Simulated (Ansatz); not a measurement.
# The indium atom (doublet): the correlation ladder, def2-TZVPP

Aim: climb from Hartree-Fock through coupled cluster and multireference methods for the indium atom (doublet) at one geometry and basis, and see what each rung misses.

Computed with Ansatz 0.2.0, Gaussian basis. Level: def2-TZVPP, core rule «outside noble gas», up to 9 orbitals frozen.

Plan: CCSD(T) on UHF; BCCD(T) on ROHF; CISD; CCSDT on ROHF; CCSDT on UHF; CASSCF and MRCISD+Q, 3 electrons in 4 orbitals; CASSCF and MRCISD+Q(relaxed), 3 electrons in 4 orbitals; CASSCF and NEVPT4(SD), 3 electrons in 4 orbitals; CASSCF and NEVPT2, 3 electrons in 4 orbitals; Full CI.

## 1. The atom

A free atom, in its lowest state of this spin that the program finds. No spin-orbit coupling is included. Elements past krypton take def2 core potentials.

1 atom, charge 0, spin multiplicity 2.

## 2. CCSD(T) on UHF

Contents of in.yaml:

```yaml
crystal:
  periodic: [false, false, false]
  atoms:
    - {symbol: In, position_ang: [0.000000, 0.000000, 0.000000]}
basis:
  gaussian: {orbitals: def2-TZVPP}
magnetization: {spin_polarized: true, initial_magnetization: 1}
correlation: {method: ccsd_t, electrons: outside_noble_gas}
```

Started as:

```sh
ansatz run in.yaml --threads 1 --pin off --events-out ev --progress --plain --max-ram 3916MiB
```

After this run come: BCCD(T) on ROHF; CISD; CCSDT on ROHF; CCSDT on UHF; CASSCF and MRCISD+Q, 3 electrons in 4 orbitals; CASSCF and MRCISD+Q(relaxed), 3 electrons in 4 orbitals; CASSCF and NEVPT4(SD), 3 electrons in 4 orbitals; CASSCF and NEVPT2, 3 electrons in 4 orbitals; Full CI.

Q: Predict the results of all the runs planned. Wanted: FCI below the UHF energy; UMP2 from FCI; UCCSD(T) from FCI; NEVPT2 valence from FCI; NEVPT4(SD) valence from FCI; MRCISD+Q valence from FCI; effectively unpaired electrons.

**Answer**, as computed:

| quantity | value |
| --- | --- |
| FCI below the UHF energy | -1.1473 eV |
| UMP2 from FCI | +333.3 meV |
| UCCSD(T) from FCI | +0.5 meV |
| NEVPT2 valence from FCI | +165.8 meV |
| NEVPT4(SD) valence from FCI | +17.0 meV |
| MRCISD+Q valence from FCI | -11.8 meV |
| levels within 1 kcal/mol (43 meV) | UCCSD, UCCSD(T), BCCD(T), UCCSDT, NEVPT4(SD) valence, MRCISD valence, MRCISD+Q valence, MRCISD+Q(relaxed) valence |
| effectively unpaired electrons | 1.04 |

What this shows: UCCSD(T) misses by +0.5 meV, 0.0 % of the correlation energy. UCCSDT, MRCISD+Q valence, MRCISD+Q(relaxed) valence fall below full CI: unrestricted runs freeze a spin-polarised core, another one than full CI's, and coupled cluster isn't variational. One determinant dominates. Of the multireference levels listed MRCISD+Q valence comes nearest in total energy (-11.8 meV), which doesn't show that its space is the better one. These misses are within one basis, not against nature; the frozen cores of restricted and unrestricted runs differ, which can shift their rows.
